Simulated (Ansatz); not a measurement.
# MnPt2 (P-3m1) in Ansatz: convergence with wavefunction cutoff

Aim: find how far wavefunction cutoff must go before the results for MnPt2 settle, at PBEsol. This setting moves, with any that are tied to it; all else stays.

All numbers are computed with Ansatz 0.2.0; they aren't measurements. Logs are shortened: lines on timing, memory, paths and dates and some standing lists are left out, and cuts for length are marked.

### Step 1. Starting point

Symmetry: P-3m1, No. 164, trigonal system. Conventional cell: a = 2.858 Å, b = 2.858 Å, c = 6.533 Å, α = 90.00°, β = 90.00°, γ = 120.00°. Around Pt (site symmetry 3m) lie 3 Mn at 2.64 Å and 9 Pt at 2.86 to 2.91 Å. Mn (site symmetry -3m) is surrounded by 6 Pt at 2.64 Å and 6 Mn at 2.86 Å.

The cell comes from a database or a generator and needn't be the stable form of this composition.

### Step 2. With wavefunction cutoff 200 eV

The input, input.yaml:

```yaml
crystal:
  lattice:
    - [2.8584044518, 0.0, 0.0]
    - [-1.4292022259, 2.4754508696, 0.0]
    - [0.0, 0.0, 6.532504]
  atoms:
    - { symbol: Pt, position: [0.6666666667, 0.3333333333, 0.316206] }
    - { symbol: Pt, position: [0.3333333333, 0.6666666667, 0.683794] }
    - { symbol: Mn, position: [0.0, 0.0, 0.0], spin: 4.0 }
hamiltonian:
  xc: pbesol
  pseudopotentials: { kind: paw }
magnetization:
  spin_polarized: true
kpoints:
  mp_grid: { grid: [9, 9, 4] }
scf:
  occupations: { method: gaussian, width: 0.1 }
output:
  forces: true
  stress: true
  eigenvalues: true
basis:
  ecutwfc: "200 eV"
```

Potentials or basis: Ansatz PAW.

Run with:

```
ansatz run input.yaml --threads 2 --pin off --max-ram 5632MiB --backend cpu --events-out ev --progress --plain --runs-dir out
```

Output:

```text
Warning: basis.ecutwfc = 200 eV is below the records' recommended 420 eV, and the density's cutoff is lower with it unless basis.ecutrho_ratio is high enough to keep the records' density cutoff: compare with a run at a higher cutoff
Warning: RAYON_NUM_THREADS=2 ignored (pool sized by the plan → 2); use --threads N
Engine: ansatz 0.2.0, x86_64-unknown-linux-gnu
Pseudopotentials: kind: paw
Pseudopotential: Pt, paw, valence charge 18, recommended cutoff 420 eV (normal), Pt.paw.azcp
Pseudopotential: Mn, paw, valence charge 15, recommended cutoff 420 eV (normal), Mn.paw.azcp
Functional definition: PBEsol
  exchange = pbesol_x
  correlation = pbesol_c
Crystal: 3 atoms, lattice volume = 46.223 Å³
Basis set: ecut = 200 eV, 297 PW (Γ), exchange–correlation on 30×30×64 points (8 copies of the dense FFT grid, shifted against one another)
Bands: 33, of which v1, the nominal top of the filled ones, is band 26 counted from 1 (25 counted from 0)
Symmetry: 12 space group operations
Space group: P-3m1 (ITA 164), of the structure as read, at distance tolerance 3.6e-5 Å
Magnetic group: BNS 164.85 (UNI 1315), of the structure as read, at distance tolerance 3.6e-5 Å
k-points: 43 of 324
Non-local potential: Pt, projectors of the file, l = 0: 3, l = 1: 2, l = 2: 2, l = 3: 1
Non-local potential: Mn, projectors of the file, l = 0: 3, l = 1: 2, l = 2: 3, l = 3: 1
PAW form: soft (Blöchl's): semilocal exchange-correlation on the pseudo side does not see the compensation charge
PAW frozen core: Pt, regenerated for the run's functional, and the local potential with it (the file was generated under x = pbe(κ = 0.804, μ = 0.2195149727645171), c = pbe(β = 0.06672455060314922))
PAW frozen core: Mn, regenerated for the run's functional, and the local potential with it (the file was generated under x = pbe(κ = 0.804, μ = 0.2195149727645171), c = pbe(β = 0.06672455060314922))
[... 28 lines left out ...]
Free energy (F): -28606.117239 eV
Harris-Foulkes:  -28606.117239 eV  (|F-HF|=6.18e-10)
Internal energy: -28606.109063 eV  (E = F + TS)
E sigma→0 (E₀):  -28606.113151 eV
Entropy (-TS):   -0.008176 eV (-2.725 meV/atom)
Fermi energy:    19.671225 eV
--- Per-component energies (eV) ---
  E_band       = -594.173985
  E_kinetic    = 1644.717321
  E_local      = -4922.921075  (includes V_loc(G=0)·N_el)
  E_nonlocal   = 592.715222
  E_hartree    = 1872.980895
  E_xc         = -644.380256
  E_vxc        = -764.269034  (∫ρ·V_xc dr)
  E_paw        = -19892.419370  (= ΣΔE_a)
  E_vpaw       = -890.378048  (= ΣTr[D̂ρ^β])
  E_aug_tail   = -0.001024  (compensation charges beyond the density's cutoff)
  E_ewald      = -7257.544389
  E_core_change = 0.743613  (= ΣΔE_core)
  E_smearing   = -0.008176  (= −TS)
  E_closure    = 0.000000  (closes the sum)
  Σ components = -28606.117239   (vs F -28606.117239, Δ=0.00e0)
--- Forces (eV/Å), atoms counted from 1 ---
  atom   1  Pt    -0.00000000     0.00000000    -0.66057398
  atom   2  Pt     0.00000000    -0.00000000     0.66057398
  atom   3  Mn    -0.00000000     0.00000000     0.00000000
  max |Σ_I F_I| component: 6.01e-29 eV/Å
--- Stress (GPa, compression-positive) ---
        2.171818       0.000000       0.000000
        0.000000       2.171818      -0.000000
        0.000000      -0.000000       1.888739
  P = ⅓ Tr σ = 2.0775 GPa (20.775 kbar)
--- Band table (eV; the first three rows and the last of 86) ---
  k-point 0 ↑: bands = ["-81.5192", "-81.4956", "-63.0830", "-34.5695", "-34.4441", "-34.3652", "-34.3652", "-34.2760", "-34.2760", "-31.4870", "-31.4676", "-31.4676", "10.2708", "12.5918", "13.6454", "16.0938", "16.0938", "16.4006", "16.4006", "16.5286", "16.7259", "16.7259", "16.9663", "17.1545", "17.9494", "17.9494", "18.6408", "18.6408", "18.7694", "18.7694", "29.6844", "30.5139", "34.6167"]
  k-point 1 ↑: bands = ["-81.5705", "-81.5432", "-63.1317", "-34.6535", "-34.4902", "-34.4902", "-34.4726", "-34.4726", "-34.4610", "-31.5833", "-31.5833", "-31.5245", "10.5207", "12.1989", "13.5636", "15.7591", "15.9593", "15.9593", "16.1401", "16.1401", "16.4980", "16.4980", "17.0489", "17.5556", "17.5556", "17.9606", "17.9606", "18.7686", "18.8808", "18.8808", "27.0985", "33.1285", "34.2167"]
  k-point 2 ↑: bands = ["-81.5689", "-81.5231", "-63.1218", "-34.5538", "-34.4908", "-34.4633", "-34.4633", "-34.4444", "-34.4444", "-31.5641", "-31.5641", "-31.4909", "11.0669", "11.5155", "13.3729", "15.5463", "16.0757", "16.0757", "16.2500", "16.2500", "16.6450", "16.6450", "16.9985", "17.6401", "17.6401", "17.7387", "17.7387", "19.2501", "19.2501", "20.0884", "25.4060", "33.9761", "34.4658"]
  k-point 42 ↓: bands = ["-81.3615", "-81.3615", "-58.9105", "-34.4213", "-34.4107", "-34.4107", "-34.3806", "-34.1612", "-34.1612", "-27.4652", "-27.4652", "-27.2948", "15.1453", "15.2236", "15.2236", "15.8611", "16.0070", "16.0070", "16.0250", "17.7983", "17.8106", "17.8106", "20.6640", "20.6640", "20.7899", "20.7899", "22.2676", "24.5986", "24.5986", "25.0360", "25.0360", "25.4688", "26.9311"]
```

Wall time 3.6 s (2 threads of Intel Xeon Platinum 8259CL at 2.50GHz (Skylake/Cascade Lake), shared host); peak memory 0.38 GiB.

Results:

```
Free energy            : -28606.1172 eV
Pressure               : 2.1 GPa
Largest force          : 0.661 eV/Å
Band gap on the k mesh : none (metal or under the smearing width)
Net moment             : 4.68 μB per cell
Absolute moment        : 4.75 μB per cell
Site moments           : Pt +0.27; Mn +4.00 μB
```

### Step 3. With wavefunction cutoff 250 eV

Changes to input.yaml since step 2:

```diff
@@ -23,2 +23,2 @@
 basis:
-  ecutwfc: "200 eV"
+  ecutwfc: "250 eV"
```

Potentials or basis: Ansatz PAW.

Run with:

```
ansatz run input.yaml --threads 2 --pin off --max-ram 5632MiB --backend cpu --events-out ev --progress --plain --runs-dir out
```

Wall time 5.3 s (2 threads of Intel Xeon Platinum 8259CL at 2.50GHz (Skylake/Cascade Lake), shared host); peak memory 0.41 GiB.

Results:

```yaml
Free_energy: -28632.4226 eV
Pressure: -5.4 GPa
Largest_force: 0.364 eV/Å
Band_gap_on_the_k_mesh: none (metal or under the smearing width)
Net_moment: 4.50 μB per cell
Absolute_moment: 4.57 μB per cell
Site_moments: Pt +0.29; Mn +3.74 μB
```

### Step 4. With wavefunction cutoff 300 eV

Changes to input.yaml since step 3:

```diff
@@ -23,2 +23,2 @@
 basis:
-  ecutwfc: "250 eV"
+  ecutwfc: "300 eV"
```

Run with:

```
ansatz run input.yaml --threads 2 --pin off --max-ram 5632MiB --backend cpu --events-out ev --progress --plain --runs-dir out
```

It took 7.2 s on 2 threads of Intel Xeon Platinum 8259CL at 2.50GHz (Skylake/Cascade Lake), shared host; peak memory 0.43 GiB.

What came out:

| Item | Value |
| --- | --- |
| Free energy | -28636.2523 eV |
| Pressure | -9.1 GPa |
| Largest force | 0.091 eV/Å |
| Band gap on the k mesh | none (metal or under the smearing width) |
| Net moment | 4.50 μB per cell |
| Absolute moment | 4.57 μB per cell |
| Site moments | Pt +0.29; Mn +3.72 μB |

### Step 5. With wavefunction cutoff 350 eV

Changes to input.yaml since step 4:

```diff
@@ -23,2 +23,2 @@
 basis:
-  ecutwfc: "300 eV"
+  ecutwfc: "350 eV"
```

Run with:

```
ansatz run input.yaml --threads 2 --pin off --max-ram 5632MiB --backend cpu --events-out ev --progress --plain --runs-dir out
```

It took 6.8 s on 2 threads of Intel Xeon Platinum 8259CL at 2.50GHz (Skylake/Cascade Lake), shared host; peak memory 0.45 GiB.

Results:

```
Free energy            : -28636.6608 eV
Pressure               : -9.1 GPa
Largest force          : 0.058 eV/Å
Band gap on the k mesh : none (metal or under the smearing width)
Net moment             : 4.49 μB per cell
Absolute moment        : 4.56 μB per cell
Site moments           : Pt +0.29; Mn +3.72 μB
```

### Step 6. With wavefunction cutoff 400 eV

Changes to input.yaml since step 5:

```diff
@@ -23,2 +23,2 @@
 basis:
-  ecutwfc: "350 eV"
+  ecutwfc: "400 eV"
```

Potentials or basis: Ansatz PAW.

Run with:

```
ansatz run input.yaml --threads 2 --pin off --max-ram 5632MiB --backend cpu --events-out ev --progress --plain --runs-dir out
```

It took 7.3 s on 2 threads of Intel Xeon Platinum 8259CL at 2.50GHz (Skylake/Cascade Lake), shared host; peak memory 0.47 GiB.

Results (log left out):

```yaml
Free_energy: -28636.6847 eV
Pressure: -9.1 GPa
Largest_force: 0.058 eV/Å
Band_gap_on_the_k_mesh: none (metal or under the smearing width)
Net_moment: 4.49 μB per cell
Absolute_moment: 4.56 μB per cell
Site_moments: Pt +0.29; Mn +3.71 μB
```

### Step 7. With wavefunction cutoff 450 eV

Changes to input.yaml since step 6:

```diff
@@ -23,2 +23,2 @@
 basis:
-  ecutwfc: "400 eV"
+  ecutwfc: "450 eV"
```

Run with:

```
ansatz run input.yaml --threads 2 --pin off --max-ram 5632MiB --backend cpu --events-out ev --progress --plain --runs-dir out
```

Run time: 9.7 s. Hardware: 2 threads of Intel Xeon Platinum 8259CL at 2.50GHz (Skylake/Cascade Lake), shared host; peak memory 0.48 GiB.

Results (log left out):

* Free energy: -28636.6877 eV
* Pressure: -9.1 GPa
* Largest force: 0.058 eV/Å
* Band gap on the k mesh: none (metal or under the smearing width)
* Net moment: 4.49 μB per cell
* Absolute moment: 4.56 μB per cell
* Site moments: Pt +0.29; Mn +3.72 μB

### Step 8. With wavefunction cutoff 500 eV

Changes to input.yaml since step 7:

```diff
@@ -23,2 +23,2 @@
 basis:
-  ecutwfc: "450 eV"
+  ecutwfc: "500 eV"
```

Run with:

```
ansatz run input.yaml --threads 2 --pin off --max-ram 5632MiB --backend cpu --events-out ev --progress --plain --runs-dir out
```

Run time: 10 s. Hardware: 2 threads of Intel Xeon Platinum 8259CL at 2.50GHz (Skylake/Cascade Lake), shared host; peak memory 0.48 GiB.

It converged, with:

| Quantity | Value |
| --- | --- |
| Free energy | -28636.6900 eV |
| Pressure | -9.1 GPa |
| Largest force | 0.057 eV/Å |
| Band gap on the k mesh | none (metal or under the smearing width) |
| Net moment | 4.49 μB per cell |
| Absolute moment | 4.56 μB per cell |
| Site moments | Pt +0.29; Mn +3.72 μB |

### Step 9. With wavefunction cutoff 600 eV

Changes to input.yaml since step 8:

```diff
@@ -23,2 +23,2 @@
 basis:
-  ecutwfc: "500 eV"
+  ecutwfc: "600 eV"
```

Potentials or basis: Ansatz PAW.

Run with:

```
ansatz run input.yaml --threads 2 --pin off --max-ram 5632MiB --backend cpu --events-out ev --progress --plain --runs-dir out
```

Run time: 12 s. Hardware: 2 threads of Intel Xeon Platinum 8259CL at 2.50GHz (Skylake/Cascade Lake), shared host; peak memory 0.55 GiB.

The run converged. Its results:

```
Free energy            : -28636.6915 eV
Pressure               : -9.1 GPa
Largest force          : 0.057 eV/Å
Band gap on the k mesh : none (metal or under the smearing width)
Net moment             : 4.49 μB per cell
Absolute moment        : 4.56 μB per cell
Site moments           : Pt +0.29; Mn +3.72 μB
```

### Step 10. With wavefunction cutoff 800 eV

Changes to input.yaml since step 9:

```diff
@@ -23,2 +23,2 @@
 basis:
-  ecutwfc: "600 eV"
+  ecutwfc: "800 eV"
```

Run with:

```
ansatz run input.yaml --threads 2 --pin off --max-ram 5632MiB --backend cpu --events-out ev --progress --plain --runs-dir out
```

Run time: 18 s. Hardware: 2 threads of Intel Xeon Platinum 8259CL at 2.50GHz (Skylake/Cascade Lake), shared host; peak memory 0.62 GiB.

It converged, with:

```yaml
Free_energy: -28636.6924 eV
Pressure: -9.1 GPa
Largest_force: 0.057 eV/Å
Band_gap_on_the_k_mesh: none (metal or under the smearing width)
Net_moment: 4.49 μB per cell
Absolute_moment: 4.56 μB per cell
Site_moments: Pt +0.29; Mn +3.72 μB
```

### Step 11. Summary

```csv
wavefunction cutoff,"energy less the tightest run, at zero smearing (meV/atom)",pressure (GPa),largest force (eV/Å),absolute moment (μB),SCF cycles,CPU time (s),peak memory (GiB)
200 eV,10190.89,2.08,0.661,4.75,12,6.2,0.38
250 eV,1423.14,-5.40,0.364,4.57,14,9.3,0.41
300 eV,146.61,-9.08,0.091,4.57,15,13,0.43
350 eV,10.51,-9.06,0.058,4.56,15,12,0.45
400 eV,2.57,-9.06,0.058,4.56,15,13,0.47
450 eV,1.55,-9.07,0.058,4.56,15,18,0.48
500 eV,0.78,-9.07,0.057,4.56,15,18,0.48
600 eV,0.31,-9.07,0.057,4.56,15,22,0.55
800 eV,0.00,-9.07,0.057,4.56,14,33,0.62
```

Against the tightest run, the energy stays within 1 meV/atom from 500 eV on; the pressure stays within 0.1 GPa from 300 eV on; the largest force stays within 0.005 eV/Å from 350 eV on; the absolute moment stays within 0.02 μB from 250 eV on. The tightest run that finished is the yardstick and may itself not be fully converged.

Caveats: the PAW data sets come from PBE, with cores solved anew for the run's functional, which leaves a small shift of forces and pressure.
